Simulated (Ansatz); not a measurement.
# C₈H₁₅HfNO₂: up Jacob's ladder to CCSD(T)

An exercise on one series of results from a longer session: the logs are not shown, and one member is left open.

Method: functionals in def2-TZVPP, the program's frozen cores in correlated methods; program: Ansatz 0.2.0, Gaussian basis.

The runs, in order: LDA (SPW92), PBE-D4, revPBE-D4, BLYP-D4, r2SCAN-D4, B97M-V, PBE0-D4, B3LYP-D4, r2SCANh-D4, r2SCAN0-D4, HSE06-D4, BHLYP-D4, CAM-B3LYP-D4, LC-ωPBE, ωB97X-V, ωB97M-V, B2PLYP, PBE-QIDH; CCSD(T)/def2-SVP; CCSD(T)/def2-TZVPP; MP2/def2-QZVPP; extrapolation to the limit; RPA on PBE.

## The relaxed structure

The geometry comes from an earlier relaxation with PBE0-D4 in a triple-zeta def2 set; it is a stationary point, not always the lowest conformer. Hf takes the def2 core potential; no spin-orbit term is included.

SMILES `C[O][Hf]1234([OH])([N](C)C)[C@H]5[C@@H]1[C@@H]2[C@@H]3[C@H]54`, 27 atoms, charge 0, spin multiplicity 1.

Atoms are counted from 1 here; the program's logs count them from 0.

Bond lengths: C1–O2 1.385 Å, C1–H13 1.098 Å, C1–H14 1.096 Å, C1–H15 1.096 Å, O2–Hf3 1.927 Å, Hf3–O4 1.976 Å, Hf3–N5 2.048 Å, Hf3–C8 2.528 Å, Hf3–C9 2.534 Å, Hf3–C10 2.555 Å, Hf3–C11 2.576 Å, Hf3–C12 2.561 Å, O4–H16 0.956 Å, N5–C6 1.440 Å, N5–C7 1.439 Å, C6–H17 1.101 Å, C6–H18 1.095 Å, C6–H19 1.103 Å and more. Angles: O2–C1–H13 111.4°, O2–C1–H14 110.8°, O2–C1–H15 110.5°, H13–C1–H14 108.1°, H13–C1–H15 108.0°, H14–C1–H15 107.9°, C1–O2–Hf3 159.4°, O2–Hf3–O4 109.7°, O2–Hf3–N5 101.1°, O2–Hf3–C8 141.6°, O2–Hf3–C9 121.8°, O2–Hf3–C10 91.8°, O2–Hf3–C11 89.1°, O2–Hf3–C12 116.2°, O4–Hf3–N5 104.0°, O4–Hf3–C8 91.5°, O4–Hf3–C9 123.2°, O4–Hf3–C10 137.4° and more.

Set-up of the first run:

Contents of in.yaml:

```yaml
crystal:
  periodic: [false, false, false]
  atoms:
    - {symbol: C, position_ang: [0.161163, -1.667455, -2.860807]}
    - {symbol: O, position_ang: [-0.317220, -1.058150, -1.713223]}
    - {symbol: Hf, position_ang: [-0.414406, -0.511691, 0.132279]}
    - {symbol: O, position_ang: [-1.968181, -1.369263, 1.001260]}
    - {symbol: N, position_ang: [-0.974765, 1.448483, -0.064794]}
    - {symbol: C, position_ang: [-1.389995, 2.205720, 1.087459]}
    - {symbol: C, position_ang: [-0.822590, 2.276722, -1.231905]}
    - {symbol: C, position_ang: [0.904567, -0.567441, 2.288713]}
    - {symbol: C, position_ang: [1.635198, 0.259713, 1.406260]}
    - {symbol: C, position_ang: [2.129804, -0.551174, 0.363133]}
    - {symbol: C, position_ang: [1.715495, -1.880270, 0.607791]}
    - {symbol: C, position_ang: [0.960506, -1.890431, 1.795644]}
    - {symbol: H, position_ang: [1.203681, -1.988576, -2.738137]}
    - {symbol: H, position_ang: [-0.438942, -2.549026, -3.113540]}
    - {symbol: H, position_ang: [0.118249, -0.975295, -3.709809]}
    - {symbol: H, position_ang: [-2.893014, -1.341502, 0.762622]}
    - {symbol: H, position_ang: [-2.351479, 2.712260, 0.912897]}
    - {symbol: H, position_ang: [-1.525592, 1.556596, 1.958947]}
    - {symbol: H, position_ang: [-0.659180, 2.983829, 1.363115]}
    - {symbol: H, position_ang: [-1.762619, 2.790687, -1.485134]}
    - {symbol: H, position_ang: [-0.058853, 3.058671, -1.089557]}
    - {symbol: H, position_ang: [-0.530912, 1.675919, -2.095985]}
    - {symbol: H, position_ang: [0.390610, -0.248337, 3.184124]}
    - {symbol: H, position_ang: [1.778809, 1.325476, 1.505852]}
    - {symbol: H, position_ang: [2.714160, -0.213437, -0.480997]}
    - {symbol: H, position_ang: [1.924821, -2.734789, -0.019776]}
    - {symbol: H, position_ang: [0.470662, -2.747227, 2.233568]}
basis:
  gaussian: {orbitals: def2-TZVPP}
hamiltonian: {xc: lda}
output: {orbitals: {seedname: orbitals}}
```

On the command line:

```
$ ansatz run in.yaml --threads 11 --pin off --events-out ev --progress --plain --max-ram 166912MiB --backend cuda --devices 0, --max-vram 75GiB
```

Steps of the session up to this table: LDA; PBE-D4 (GGA); revPBE-D4 (GGA); BLYP-D4 (GGA); r2SCAN-D4 (meta-GGA); B97M-V (meta-GGA); PBE0-D4 (hybrid); B3LYP-D4 (hybrid); r2SCANh-D4 (hybrid); r2SCAN0-D4 (hybrid); HSE06-D4 (hybrid); BHLYP-D4 (hybrid); CAM-B3LYP-D4 (range-separated); LC-ωPBE (range-separated); ωB97X-V (range-separated); ωB97M-V (range-separated); B2PLYP (double hybrid); PBE-QIDH (double hybrid).

One table of the session follows, with a row left open; its other results are not shown here.

It belongs to the step «Frontier levels by functional». 

| functional | HOMO (eV) | gap (eV) |
| --- | --- | --- |
| LDA (SPW92) | -4.80 | 3.68 |
| PBE-D4 | -4.65 | 3.80 |
| revPBE-D4 | -4.59 | 3.85 |
| BLYP-D4 | -4.54 | 3.82 |
| r2SCAN-D4 | -4.85 | 4.21 |
| B97M-V | -4.96 | 4.29 |
| PBE0-D4 | -5.83 | 5.89 |
| B3LYP-D4 | -5.64 | 5.48 |
| r2SCANh-D4 | -5.30 | 4.99 |
| r2SCAN0-D4 | ? | ? |
| HSE06-D4 | -5.44 | 5.12 |
| BHLYP-D4 | -6.94 | 7.81 |
| CAM-B3LYP-D4 | -7.14 | 8.13 |
| LC-ωPBE | -8.41 | 10.51 |
| ωB97X-V | -8.10 | 10.00 |
| ωB97M-V | -8.03 | 9.40 |

Q: Estimate the row for r2SCAN0-D4 from the others.

Worked estimate for «HOMO (eV)». Against the share of exact exchange, r2SCAN-D4 (0, -4.85), r2SCANh-D4 (0.1, -5.30) give a slope of -4.50 per unit share; at 0.25 the line stands at -5.97.

As computed: HOMO (eV): -5.98; gap (eV): 6.16. In «HOMO (eV)» the line misses by +0.01.
